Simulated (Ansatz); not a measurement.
# CH₄Ge+ (doublet): wave-function methods side by side, cc-pVTZ

One table from this session's results is given with a row withheld; the runs are named, their logs left out.

Computed with Ansatz 0.2.0, Gaussian basis. Level: cc-pVTZ, core rule «outside noble gas», up to 15 orbitals frozen.

The runs, in order: UHF; CCSD(T) on ROHF; CCSD(T) on UHF; BCCD(T) on ROHF; CCSDT(Q) on ROHF; CCSDT(Q) on UHF.

4 further runs of the same task are left out: 4 set aside as unsound or not needed.

## The geometry

The geometry is a PBE0/def2-TZVP stationary point (not a proven minimum) of the parent state, kept for this charge and spin. No spin-orbit coupling is included. The filled d shell of Ge may be among the frozen orbitals whatever the setting's name suggests; the logs give the count.

6 atoms, charge 1, spin multiplicity 2.

Atoms are counted from 1 here; the program's logs count them from 0.

Bond lengths: Ge1–C2 1.900 Å, Ge1–H3 1.541 Å, Ge1–H4 1.538 Å, Ge1–H5 1.538 Å, C2–H6 1.082 Å. Angles: C2–Ge1–H3 109.8°, C2–Ge1–H4 109.6°, C2–Ge1–H5 109.6°, H3–Ge1–H4 109.4°, H3–Ge1–H5 109.4°, H4–Ge1–H5 109.0°, Ge1–C2–H6 147.0°.

Set-up of the first run:

The input, in.yaml:

```yaml
crystal:
  periodic: [false, false, false]
  atoms:
    - {symbol: Ge, position_ang: [0.000000, 0.010692, 0.271396]}
    - {symbol: C, position_ang: [0.000000, -0.110084, -1.624423]}
    - {symbol: H, position_ang: [0.000001, 1.490409, 0.700986]}
    - {symbol: H, position_ang: [1.251558, -0.684470, 0.832348]}
    - {symbol: H, position_ang: [-1.251558, -0.684469, 0.832348]}
    - {symbol: H, position_ang: [0.000000, 0.419749, -2.567788]}
basis:
  gaussian: {orbitals: cc-pVTZ}
total_charge: 1
magnetization: {spin_polarized: true, initial_magnetization: 1}
hamiltonian: {xc: hf}
output: {orbitals: {seedname: orbitals}}
```

On the command line:

```console
> ansatz run in.yaml --threads 1 --pin off --events-out ev --progress --plain --max-ram 4096MiB --backend cpu
```

Steps of the session up to this table: UHF; CCSD(T) on ROHF; CCSD(T) on UHF; BCCD(T) on ROHF; CCSDT(Q) on ROHF; CCSDT(Q) on UHF.

One table of the session follows, with a row left open; its other results are not shown here.

It belongs to the step «Misses and costs». 

```
   method  from UCCSDT(Q) (kcal/mol)
     ROHF                    +170.04
      UHF                    +167.32
     RMP2                     +33.99
     UMP2                     +33.96
    RCCSD                      +6.66
    UCCSD                      +6.60
 RCCSD(T)                      +1.40
 UCCSD(T)                      +1.39
  BCCD(T)                      +1.39
   RCCSDT                      +0.30
   UCCSDT                      +0.27
RCCSDT(Q)                          ?
UCCSDT(Q)                          0
```

Q: Estimate the row for RCCSDT(Q) from the others.

**Answer.** from UCCSDT(Q) (kcal/mol): +0.10. In the column «from UCCSDT(Q) (kcal/mol)» it lies between UCCSDT(Q) (0) and UCCSDT (+0.27).

Limits of these values: Restricted and unrestricted rows rest on different reference determinants; where their highest levels disagree by more than a few hundredths of an eV, they describe different states and don't form one ladder.
